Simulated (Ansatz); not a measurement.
# NaAl2Rh3: the cost of one run

Method: DFT PBE, scalar-relativistic, plane waves, PAW, in Ansatz 0.2.0.

### Step 1. The structure to begin with

The structure is hexagonal, space group P6/mmm (No. 191). Conventional cell: a = 5.066 Å, b = 5.066 Å, c = 4.092 Å, α = 90.00°, β = 90.00°, γ = 120.00°. Na (site symmetry 6/mmm) is surrounded by 6 Al at 2.92 Å and 12 Rh at 3.26 Å. Around Al (site symmetry -6m2) lie 6 Rh at 2.51 Å. Rh (site symmetry mmm) has 4 Al at 2.51 Å and 4 Rh at 2.53 Å as nearest neighbours.

As a file:

```
CELL_PARAMETERS angstrom
5.06569 0.00000 0.00000
-2.53284 4.38701 0.00000
0.00000 0.00000 4.09233
ATOMIC_POSITIONS crystal
Na 0.00000 0.00000 0.00000
Al 0.33333 0.66667 0.00000
Al 0.66667 0.33333 0.00000
Rh 0.50000 0.00000 0.50000
Rh 0.00000 0.50000 0.50000
Rh 0.50000 0.50000 0.50000
```

Recipe of the guess: species swapped into a database cell of LaCu3Ni2 (P6/mmm, No. 191), with Na on the La sites, Rh on the Cu sites and Al on the Ni sites. Lengths come from tabulated atomic sizes and are only a guess.

### Step 2. The guess as it stands, on a coarse mesh

input.yaml reads:

```yaml
crystal:
  lattice:
    - [5.06568688, 0.0, 0.0]
    - [-2.53284344, 4.38701353, 0.0]
    - [0.0, 0.0, 4.09232972]
  atoms:
    - { symbol: Na, position: [0.0, 0.0, 0.0] }
    - { symbol: Al, position: [0.33333333, 0.66666667, 0.0] }
    - { symbol: Al, position: [0.66666667, 0.33333333, 0.0] }
    - { symbol: Rh, position: [0.5, 0.0, 0.5] }
    - { symbol: Rh, position: [0.0, 0.5, 0.5] }
    - { symbol: Rh, position: [0.5, 0.5, 0.5] }
basis:
  ecutwfc: 420
kpoints:
  mp_grid: { grid: [6, 6, 4] }
hamiltonian:
  xc: pbe
scf:
  occupations: { method: gaussian, width: 0.1 }
  lower_state_search: "off"
output:
  forces: true
  stress: true
  eigenvalues: true
```

Launch:

```sh
> ansatz run input.yaml --threads 1 --pin off --max-ram 2048MiB --backend cpu --events-out ev --progress --plain --runs-dir out
```

Q: Estimate wall time and peak memory on 1 thread of Arm Neoverse V2, shared host.

About 3.6 s, with a peak of 0.36 GiB.
